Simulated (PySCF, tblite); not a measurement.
# C6H9N3Si: infrared bands and NMR shifts

What infrared bands and NMR shifts should C6H9N3Si (`C[SiH](C)n1ccc(C#N)n1`) show?

Programs: tblite 0.8.0 and PySCF 2.14.0, with density-fitted response routines of our own. Each step states its level of theory. These are calculated values for one molecule in the gas phase, unless marked as measured. Atoms are numbered from 0 throughout.

## 1. Starting geometry

19 atoms, charge 0, multiplicity 1; geometry from: GFN2-xTB.

Bonds of the start (Å): C0–Si1 1.89, Si1–C2 1.89, Si1–N3 1.78, N3–C4 1.35, C4–C5 1.37, C5–C6 1.42, C6–C7 1.41, C7–N8 1.15, C6–N9 1.33, N9–N3 1.33, C0–H10 1.09, C0–H11 1.09, C0–H12 1.09, Si1–H13 1.47, C2–H14 1.09, C2–H15 1.09, C2–H16 1.09, C4–H17 1.07, C5–H18 1.07.

## 2. Vibrational analysis with GFN2-xTB

Job settings and geometry (Å):

```
{"job": {"kind": "ir", "xc": "GFN2-xTB", "basis": "xTB"}, "charge": 0, "multiplicity": 1}
C     -2.216907     0.269345    -1.121477
Si    -1.395081    -0.278536     0.494632
C     -1.467366     1.048542     1.844258
N      0.327833    -0.525084     0.124132
C      1.126229    -1.614081     0.208787
C      2.381240    -1.254537    -0.201515
C      2.251502     0.117311    -0.529283
C      3.265354     0.965014    -1.007208
N      4.117220     1.627044    -1.395650
N      1.007322     0.526858    -0.322710
H     -3.282504     0.428709    -0.989320
H     -1.780027     1.201131    -1.471661
H     -2.087009    -0.469626    -1.907570
H     -1.825781    -1.606868     0.952132
H     -0.915273     0.749548     2.731237
H     -1.033272     1.978516     1.485793
H     -2.490559     1.251677     2.144442
H      0.741284    -2.552645     0.551418
H      3.265991    -1.853066    -0.268289
```

**Question.** This job is followed by: GIAO PBE0/pcSseg-1 NMR shielding, non-relativistic, gas phase. Predict these results of the whole session: strongest single infrared mode (GFN2-xTB); zero-point energy (GFN2-xTB); 13C shifts against TMS (PBE0/pcSseg-1, means over atoms taken as alike); 1H shifts against TMS (PBE0/pcSseg-1, means over atoms taken as alike); 29Si shifts against TMS (PBE0/pcSseg-1); 15N shifts against NH3 (PBE0/pcSseg-1).

The runs gave:

| quantity | value |
| --- | --- |
| strongest single infrared mode (GFN2-xTB) | 2214 cm⁻¹, 299 km/mol |
| zero-point energy (GFN2-xTB) | 87.6 kcal/mol |
| 13C shifts against TMS (PBE0/pcSseg-1, means over atoms taken as alike) | 139.8, 135.3, 120.2, 119.6, -0.5 ppm |
| 1H shifts against TMS (PBE0/pcSseg-1, means over atoms taken as alike) | 7.64, 6.87, 5.33, 0.55 ppm |
| 29Si shifts against TMS (PBE0/pcSseg-1) | 1.1 ppm |
| 15N shifts against NH3 (PBE0/pcSseg-1) | 370.9, 320.4, 249.9 ppm |

**Reading.** No mode is imaginary among the 51: a minimum at this level. The strongest single mode, at 2214 cm⁻¹, moves mainly H13. GFN2-xTB is a fitted tight-binding method: band positions and strengths are rough. Its intensities can rank the bands wrongly. At PBE0/pcSseg-1: The largest span, 579 ppm, is at N9, where the paramagnetic term is -430 ppm. NICS(1)zz of -31 ppm above the planar ring from N3 marks a diatropic (aromatic) ring current.
